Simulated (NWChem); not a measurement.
# B2O2 (diboron dioxide): B3LYP/aug-cc-pVDZ

Aim: the vertical electron affinity of B2O2 (diboron dioxide) at B3LYP/aug-cc-pVDZ, from 2 runs. 

Program for the calculation: NWChem 7.3.0.

3 further runs of the same task are left out: 3 set aside as unsound or not needed. Runs told in other sessions of the task aren't counted.

## (1) The molecule

B2O2 has 4 atoms, charge 0, and is taken as a singlet. As SMILES, `O=BB=O`. The shape is that of a PBE0-D4/def2-TZVP optimisation.

Bond lengths: O1–B2 1.197 Å, B2–B3 1.640 Å, B3–O4 1.197 Å. Angles: O1–B2–B3 180.0°, B2–B3–O4 180.0°.

## (2) Energy and gradient at B3LYP/aug-cc-pVDZ

Contents of b2o2.nw:

```
start b2o2
title "B2O2 B3LYP"
memory stack 880 mb heap 220 mb global 1100 mb
charge 0

geometry units bohr noautosym nocenter noautoz
  O  -1.40423659  0.86882048  3.43486069
  B  -0.57126421  0.35351107  1.39673437
  B   0.57098075 -0.35322761 -1.39692335
  O   1.40450115 -0.86912284 -3.43467172
end

basis "ao basis" spherical bse
  O library aug-cc-pVDZ
  B library aug-cc-pVDZ
end

dft
  xc b3lyp
  grid fine
  convergence energy 1e-08
  iterations 100
  mulliken
  print low
end

task dft gradient
```

On the command line:

```bash
$ nwchem b2o2.nw > b2o2.out
```

What it wrote:

```text
[...]
 d= 0,ls=0.0,diis     1   -200.0080665027 -2.67D+02  3.46D-02  1.85D+00     1.8
[...]
 d= 0,ls=0.0,diis    10   -200.2678348154 -5.12D-12  5.99D-08  9.70D-11    12.7
         Total DFT energy =     -200.267834815413
      One electron energy =     -404.945040844850
           Coulomb energy =      163.199770993397
    Exchange-Corr. energy =      -25.284787903463
 Nuclear repulsion energy =       66.762222939504
[...]
      Total Density - Mulliken Population Analysis
     ---------------------------------------------
    Atom       Charge   Shell Charges
 -----------   ------   -------------------------------------------------------
    1 O    8     8.17   2.01  0.87  0.79  0.25  2.81  1.32  0.11  0.02 -0.00
    2 B    5     4.83   2.03  0.61  0.63 -0.01  1.63 -0.29  0.00  0.16  0.06
    3 B    5     4.83   2.03  0.61  0.63 -0.01  1.63 -0.29  0.00  0.16  0.06
    4 O    8     8.17   2.01  0.87  0.79  0.25  2.81  1.32  0.11  0.02 -0.00
[...]
                         DFT ENERGY GRADIENTS
    atom               coordinates                        gradient
                 x          y          z           x          y          z
   1 O      -1.404237   0.868820   3.434861    0.004407  -0.002727  -0.010774
   2 B      -0.571264   0.353511   1.396734   -0.004357   0.002695   0.010652
   3 B       0.570981  -0.353228  -1.396923    0.004356  -0.002693  -0.010659
   4 O       1.404501  -0.869123  -3.434672   -0.004406   0.002725   0.010781
 Task  times  cpu:       17.4s     wall:       17.4s
 Total times  cpu:       17.4s     wall:       17.4s
```

Wall time 18 s (1 thread of Intel Xeon 6975P-C (Granite Rapids), shared host); peak memory 0.12 GiB.

## (3) The doublet anion: the energy at UB3LYP/aug-cc-pVDZ

Contents of struct.xyz:

```xyz
4

O     -0.743090     0.459760     1.817650
B     -0.302300     0.187070     0.739120
B      0.302150    -0.186920    -0.739220
O      0.743230    -0.459920    -1.817550
```

Contents of run.py:

```python
from ase.io import read
from ase.calculators.nwchem import NWChem

molecule = read('struct.xyz')

calc = NWChem(
    label='struct',
    theory='dft',
    memory='2200 mb',
    basis='aug-cc-pVDZ',
    basispar='spherical bse',
    charge=-1,
    dft={'xc': 'b3lyp', 'mult': '2', 'grid': 'fine', 'convergence': 'energy 1e-08', 'iterations': '100', 'mulliken': None},
    task='energy',
)
molecule.calc = calc

e = molecule.get_potential_energy()
print(f"E = {e:.6f} eV")
```

On the command line:

```bash
$ export ASE_NWCHEM_COMMAND="nwchem PREFIX.nwi > PREFIX.nwo"
$ python run.py
```

What it wrote:

```text
E = -5449.917776 eV
```

The calculator wrote struct.nwi:

```
title "struct"

permanent_dir struct

scratch_dir struct

start struct

geometry units angstrom nocenter noautosym noautoz
  O  -7.4309000000000003e-01 4.5976000000000000e-01 1.8176500000000000e+00
  B  -3.0230000000000001e-01 1.8706999999999999e-01 7.3912000000000000e-01
  B  3.0214999999999997e-01 -1.8692000000000000e-01 -7.3921999999999999e-01
  O  7.4322999999999995e-01 -4.5992000000000000e-01 -1.8175500000000000e+00
end

charge -1

memory 2200 mb

basis spherical bse noprint
   * library aug-cc-pVDZ
end

dft
  xc b3lyp
  mult 2
  grid fine
  convergence energy 1e-08
  iterations 100
  mulliken
end

task dft energy
```

struct.nwo:

```text
Northwest Computational Chemistry Package (NWChem) 7.3.0
             --------------------------------------------------------

           Job information
           ---------------

    nwchem branch   = 7.3.0
    use scalapack   = T
    input           = struct.nwi
    prefix          = struct.
    data base       = struct/struct.db
    status          = startup
    nproc           =        1

           Memory information
           ------------------

    heap     =     72089600 doubles =      550.0 Mbytes
    stack    =     72089597 doubles =      550.0 Mbytes
    global   =    144179200 doubles =     1100.0 Mbytes (distinct from heap & stack)
    total    =    288358397 doubles =     2200.0 Mbytes
    verify   = yes
    hardfail = no

           Directory information
           ---------------------

  0 permanent = struct
  0 scratch   = struct

                                NWChem Input Module
                                -------------------

                                      struct
                                      ------

 Scaling coordinates for geometry "geometry" by  1.889725989
 (inverse scale =  0.529177249)

                             Geometry "geometry" -> ""
                             -------------------------

 Output coordinates in angstroms (scale by  1.889725989 to convert to a.u.)

  No.       Tag          Charge          X              Y              Z
 ---- ---------------- ---------- -------------- -------------- --------------
    1 O                    8.0000    -0.74309000     0.45976000     1.81765000
    2 B                    5.0000    -0.30230000     0.18707000     0.73912000
    3 B                    5.0000     0.30215000    -0.18692000    -0.73922000
    4 O                    8.0000     0.74323000    -0.45992000    -1.81755000

      Atomic Mass
      -----------

      O                 15.994910
      B                 11.009310

[... 2 lines left out ...]
            Nuclear Dipole moment (a.u.)
[... 53 lines left out ...]
  convergence criterion.
[... 16 lines left out ...]
          Convergence on density requested:  1.00D-05
[... 22 lines left out ...]
          Spatial weights used:  Erf1
[... 3 lines left out ...]
          Convergence aids based upon iterative change in
[... 82 lines left out ...]
         Total DFT energy =     -200.280785801289
[... 1 line left out ...]
           Coulomb energy =      169.530897334748
[... 1 line left out ...]
 Nuclear repulsion energy =       66.762227766764
[... 658 lines left out ...]
                     DFT Final Beta Molecular Orbital Analysis
[... 711 lines left out ...]
   alpha     31     32     33     34     35     36     37     38     39     40
    beta     29     30     31     35     34     36     37     38     39     41
 overlap   1.000  0.975  0.745  0.974  1.000  1.000  0.999  0.999  0.999  0.995

   alpha     41     42     43     44     45     46     47     48     49     50
    beta     40     42     43     44     45     46     47     48     50     49
 overlap   1.000  1.000  1.000  0.999  1.000  0.995  0.999  0.999  0.998  1.000

   alpha     51     52     53     54     55     56     57     58     59     60
    beta     51     52     53     55     54     56     57     58     60     59
 overlap   0.999  0.999  0.998  1.000  1.000  1.000  0.998  0.998  0.999  0.855

   alpha     61     62     63     64     65     66     67     68     69     70
    beta     61     62     64     65     63     66     69     67     68     70
 overlap   0.856  1.000  1.000  0.999  1.000  1.000  1.000  1.000  1.000  1.000

   alpha     71     72     73     74     75     76     77     78     79     80
    beta     71     72     73     74     75     76     77     78     79     80
 overlap   1.000  1.000  1.000  1.000  1.000  1.000  1.000  1.000  1.000  1.000

   alpha     81     82     83     84     85     86     87     88     89     90
    beta     82     81     83     84     85     86     87     88     89     90
 overlap   1.000  1.000  0.999  1.000  1.000  1.000  0.999  1.000  1.000  1.000

   alpha     91     92
    beta     91     92
 overlap   1.000  1.000

     --------------------------
     Expectation value of S2:
     --------------------------
      <S2> =      0.7519 (Exact =     0.7500)

 center of mass
 --------------
 x =   0.00002057 y =  -0.00003176 z =   0.00001744

 moments of inertia (a.u.)
 ------------------
         447.270202036550          43.482723061569         171.874170832806
          43.482723061569         490.638880820715        -106.348776874077
         171.874170832806        -106.348776874077          97.179376294226

     Multipole analysis of the density
     ---------------------------------

     L   x y z        total         alpha         beta         nuclear
     -   - - -        -----         -----         ----         -------
     0   0 0 0     -1.000000    -14.000000    -13.000000     26.000000

     1   1 0 0      0.000504      0.000314     -0.000509      0.000699
[... 8 lines of this table left out ...]
     2   0 0 2    -33.329760   -124.200635   -117.402307    208.273181

 Task  times  cpu:       97.0s     wall:       97.0s
 Total times  cpu:       97.0s     wall:       97.0s
```

Wall time 98 s (1 thread of Intel Xeon 6975P-C (Granite Rapids), shared host); peak memory 0.11 GiB.

## (4) Outcome

At B3LYP/aug-cc-pVDZ:

| quantity | value |
| --- | --- |
| singlet B2O2: total energy | -200.26783 Eh |
| singlet B2O2: largest force on an atom | 0.615 eV/Å |
| doublet anion: total energy | -200.28079 Eh |
| doublet anion: HOMO energy (highest over α and β) | 1.72 eV |
| doublet anion: LUMO energy (lowest over α and β) | 3.12 eV |
| doublet anion: ⟨S²⟩ | 0.752 |
| vertical electron affinity (to the doublet anion) | 0.352 eV |

What this shows: At fixed nuclei the extra electron is bound by 0.35 eV (34.0 kJ/mol). The largest force (singlet B2O2) is 0.62 eV/Å: the shape isn't a stationary point for this species at this level. Mulliken charges (doublet anion) run from -0.31 on O1 to -0.19 on B2; in a basis this large or diffuse they mean little. The HOMO (doublet anion) lies at positive energy, 1.72 eV, from the functional's self-interaction, a short basis or an electron that isn't bound; only total energies against the neutral tell.
